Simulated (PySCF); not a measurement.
# C7H8OS (3-methoxybenzenethiol): the cost of one run

Programs: PySCF 2.14.0, with routines of our own; each step states its level. All values are computed. Atoms count from 0.

## 1. The starting structure

17 atoms, charge 0, multiplicity 1; geometry from: GFN2-xTB.

## 2. Geometry optimisation at PBE0-D3(BJ)/def2-SVP

What the job is given:

```
{"job": {"xc": "PBE0", "basis": "def2-SVP", "d3": "d3bj", "grid": 2, "kind": "geom"}, "charge": 0, "multiplicity": 1}
C     -2.597777    -1.126013     0.514326
O     -1.391968    -1.317890    -0.185207
C     -0.409840    -0.384164    -0.058693
C     -0.501410     0.778003     0.699063
C      0.574052     1.651575     0.745026
C      1.736371     1.390958     0.050189
C      1.825184     0.227496    -0.707231
S      3.326675    -0.087282    -1.586097
C      0.763030    -0.654968    -0.763521
H     -3.099647    -0.202855     0.207432
H     -2.435322    -1.109398     1.596983
H     -3.224848    -1.978386     0.257267
H     -1.394860     1.013595     1.254052
H      0.496763     2.551915     1.335992
H      2.572112     2.071476     0.087863
H      2.943326    -1.247975    -2.114167
H      0.811162    -1.564057    -1.343189
```

Launch:

```bash
$ OMP_NUM_THREADS=1 python excited_run.py task.json out
```

The driver reads the jobs from task.json and runs them one after another.

**Question.** How long does this first job take on 1 thread of AMD EPYC 9R45, shared host, and how much memory does it need?

About 61 s, with a peak of 0.79 GiB.
